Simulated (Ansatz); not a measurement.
# BGaH₄O (SMILES [BH2][GaH][OH]): one structure at several levels

The task here is to estimate one member of a computed series from the others.

Method: single points in def2-TZVPP; program: Ansatz 0.2.0, Gaussian basis.

Correlated methods freeze the cores. Filled d shells of the heavier atoms are correlated.

## The system as given

SMILES `[BH2][GaH][OH]`, 7 atoms, charge 0, spin multiplicity 1.

Atoms are counted from 1 here; the program's logs count them from 0.

Bond lengths: B1–Ga2 2.093 Å, B1–H4 1.226 Å, B1–H5 1.317 Å, Ga2–O3 1.575 Å, Ga2–H6 1.710 Å, O3–H7 0.941 Å. Angles: Ga2–B1–H4 121.2°, Ga2–B1–H5 116.4°, H4–B1–H5 120.7°, B1–Ga2–O3 111.0°, B1–Ga2–H6 131.4°, O3–Ga2–H6 117.7°, Ga2–O3–H7 160.6°.

Geometry (Å):

```mol
BGaH4O
  3D, bonds by distance, orders not assigned

  7  6  0  0  0  0  0  0  0  0999 V2000
   -1.5107   -0.0277    0.1600 B   0  0
    0.5598   -0.0229    0.4678 Ga  0  0
    1.3332   -0.1025   -0.9016 O   0  0
   -2.1297   -1.0774    0.0259 H   0  0
   -2.0550    1.1231   -0.1785 H   0  0
    1.4887    0.0126    1.9035 H   0  0
    2.0383   -0.1900   -1.5188 H   0  0
  1  2  8  0
  1  4  8  0
  1  5  8  0
  2  3  8  0
  2  6  8  0
  3  7  8  0
M  END
```

Set-up of the first run:

Contents of run/in.yaml:

```yaml
crystal:
  periodic: [false, false, false]
  atoms:
    - {symbol: B, position_ang: [-1.510700, -0.027700, 0.160000]}
    - {symbol: Ga, position_ang: [0.559800, -0.022900, 0.467800]}
    - {symbol: O, position_ang: [1.333200, -0.102500, -0.901600]}
    - {symbol: H, position_ang: [-2.129700, -1.077400, 0.025900]}
    - {symbol: H, position_ang: [-2.055000, 1.123100, -0.178500]}
    - {symbol: H, position_ang: [1.488700, 0.012600, 1.903500]}
    - {symbol: H, position_ang: [2.038300, -0.190000, -1.518800]}
basis:
  gaussian: {orbitals: def2-TZVPP}
correlation: {method: ccsd_t}
output: {forces: true}
```

The command line of these runs was not kept.

Among the steps run: CCSD(T)/def2-TZVPP; PBE0-D4/def2-TZVPP; wB97M-V/def2-TZVPP; r2SCAN-D4/def2-TZVPP; PBE-D4/def2-TZVPP; SPW92/def2-TZVPP; HSE06-D4/def2-TZVPP.

One table of the session follows, with a row left open; its other results are not shown here.

```
   method  RMS force component (eV/Å)  angle to CCSD(T) forces (°)  dipole (D)
  CCSD(T)                       2.727                    reference        1.06
  PBE0-D4                           ?                            ?           ?
  wB97M-V                       2.740                          1.1        1.06
r2SCAN-D4                       2.642                          1.5        1.10
   PBE-D4                       2.683                          3.8        1.12
    SPW92                       2.391                          6.5        1.10
 HSE06-D4                       2.662                          0.7        1.05
```

Q: Estimate the row for PBE0-D4 from the others.

**Answer.** RMS force component (eV/Å): 2.663; angle to CCSD(T) forces (°): 0.7; dipole (D): 1.04. In the column «RMS force component (eV/Å)» it lies between HSE06-D4 (2.662) and PBE-D4 (2.683).
